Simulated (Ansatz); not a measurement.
Consider vertical energies of changing the electron count of CH4AlBr, SMILES [AlH2][CH2]Br (Ansatz's Python interface).

`ip.py`
```python
import logging
import sys

import ansatz

logging.basicConfig(stream=sys.stdout, format="[%(levelname)s] %(message)s")
log = logging.getLogger("calc")
log.setLevel(logging.INFO)


def single_point(molecule, charge=0, unpaired=0):
    calc = (
        molecule.calculation()
        .basis(gaussian="cc-pVDZ")
        .correlation("MP2")
    )
    if charge:
        calc = calc.charge(charge)
    if unpaired:
        calc = calc.spin("collinear", total=unpaired)
    return calc.run(threads=1, backend="cpu").report["free_energy_ev"]

GEOMETRY = """
Al   -0.68320    0.27170   -0.77320
C     0.62340   -0.07580    0.61700
Br    0.51150   -1.94360    1.07930
H    -1.59900   -0.84110   -1.33530
H    -0.87620    1.79100   -1.37990
H     0.41970    0.56190    1.51340
H     1.66510    0.16790    0.23300
"""


def main() -> None:
    mol = ansatz.Crystal.molecule()
    for line in GEOMETRY.strip().splitlines():
        symbol, *xyz = line.split()
        mol = mol.atom(symbol, [float(v) for v in xyz])

    parent = single_point(mol, 0, 0)
    cation = single_point(mol, 1, 1)
    log.info(f"E(N)   = {parent:.5f} eV")
    log.info(f"E(N-1) = {cation:.5f} eV  (1 unpaired)")
    log.info(f"vertical ionisation energy {cation - parent:.3f} eV")


if __name__ == "__main__":
    main()
```

What does it cost to change the electron count at this fixed geometry?

At this unrelaxed geometry removing an electron costs 9.65 eV.

The run itself:

```console
$ python ip.py
[INFO] E(N)   = -77683.52636 eV
[INFO] E(N-1) = -77673.88025 eV  (1 unpaired)
[INFO] vertical ionisation energy 9.646 eV
```

What to keep in mind:
- Total energies depend on the basis set; only differences at equal settings carry meaning.
- The geometry is a force-field or estimated start, not a minimum of this method, and the basis set is short of its limit. All parts are taken at fixed geometry, without zero-point energy. At an unrelaxed start these energies can be a whole eV from those at the minimum, and a small affinity can change sign.
- Run time: 7.8 s on 1 thread of Intel(R) Xeon(R) Processor @ 2.30GHz, with other jobs on the host, peak memory 0.33 GiB.
